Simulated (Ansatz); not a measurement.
# BClH6OSi2: up Jacob's ladder to CCSD(T)

The task here is to estimate one member of a computed series from the others.

The runs use Ansatz 0.2.0, Gaussian basis; functionals in def2-TZVPP, the program's frozen cores in correlated methods.

Plan: PBE-D4, r2SCAN-D4, PBE0-D4, B3LYP-D4, ωB97X-V, ωB97M-V, B2PLYP; CCSD(T)/def2-TZVPP; MP2/def2-QZVPP; extrapolation to the limit.

## The geometry

The geometry comes from an earlier relaxation with PBE0-D4 in a triple-zeta def2 set; it is a stationary point, not always the lowest conformer.

SMILES `B[Si](O)([SiH3])Cl`, 11 atoms, charge 0, spin multiplicity 1.

Atoms are counted from 1 here; the program's logs count them from 0.

Bond lengths: B1–Si2 1.947 Å, B1–H6 1.192 Å, B1–H7 1.192 Å, Si2–O3 1.638 Å, Si2–Si4 2.342 Å, Si2–Cl5 2.163 Å, O3–H8 0.959 Å, Si4–H9 1.487 Å, Si4–H10 1.484 Å, Si4–H11 1.489 Å. Angles: Si2–B1–H6 118.6°, Si2–B1–H7 119.5°, H6–B1–H7 121.8°, B1–Si2–O3 119.0°, B1–Si2–Si4 126.9°, B1–Si2–Cl5 69.0°, O3–Si2–Si4 112.2°, O3–Si2–Cl5 111.6°, Si4–Si2–Cl5 105.0°, Si2–O3–H8 118.6°, Si2–Si4–H9 110.0°, Si2–Si4–H10 109.4°, Si2–Si4–H11 109.4°, H9–Si4–H10 109.7°, H9–Si4–H11 108.5°, H10–Si4–H11 109.8°.

Set-up of the first run:

in.yaml reads:

```yaml
crystal:
  periodic: [false, false, false]
  atoms:
    - {symbol: B, position_ang: [0.080791, 2.054090, 0.554275]}
    - {symbol: Si, position_ang: [0.035591, 0.107544, 0.538892]}
    - {symbol: O, position_ang: [0.011250, -0.697499, 1.965613]}
    - {symbol: Si, position_ang: [-0.537915, -1.272563, -1.263757]}
    - {symbol: Cl, position_ang: [2.016180, 0.840875, 0.073098]}
    - {symbol: H, position_ang: [0.354095, 2.610707, 1.572792]}
    - {symbol: H, position_ang: [-0.122631, 2.654286, -0.455626]}
    - {symbol: H, position_ang: [0.205809, -1.636485, 1.965461]}
    - {symbol: H, position_ang: [-1.977637, -1.638144, -1.186147]}
    - {symbol: H, position_ang: [-0.270743, -0.558034, -2.536520]}
    - {symbol: H, position_ang: [0.270609, -2.521677, -1.207480]}
basis:
  gaussian: {orbitals: def2-TZVPP}
hamiltonian: {xc: pbe, dispersion: d4}
output: {forces: true, orbitals: {seedname: orbitals}}
```

Started as:

```console
$ ansatz run in.yaml --threads 4 --pin off --events-out ev --progress --plain --max-ram 10444MiB
```

Among the steps run: PBE-D4 (GGA); r2SCAN-D4 (meta-GGA); PBE0-D4 (hybrid); B3LYP-D4 (hybrid); ωB97X-V (range-separated); ωB97M-V (range-separated); B2PLYP (double hybrid); CCSD(T) in def2-TZVPP; MP2 in def2-QZVPP.

One of the session's tables, all rows but one given; the rest of the session is left out.

It belongs to the step «Atomisation energies». 

| method | atomisation energy (kJ/mol) |
| --- | --- |
| PBE-D4 | 3596.4 |
| r2SCAN-D4 | 3596.1 |
| PBE0-D4 | 3554.7 |
| B3LYP-D4 | 3562.0 |
| ωB97X-V | 3594.9 |
| ωB97M-V | 3583.6 |
| B2PLYP | 3516.5 |
| HF/def2-TZVPP | 2655.5 |
| MP2/def2-TZVPP | 3513.5 |
| CCSD/def2-TZVPP | 3419.7 |
| CCSD(T)/def2-TZVPP | ? |
| MP2/CBS | 3614.9 |
| CCSD(T)/CBS | 3571.0 |

**Question.** Estimate the row for CCSD(T)/def2-TZVPP.

As computed: atomisation energy (kJ/mol): 3469.6. In the column «atomisation energy (kJ/mol)» it lies between CCSD/def2-TZVPP (3419.7) and MP2/def2-TZVPP (3513.5).
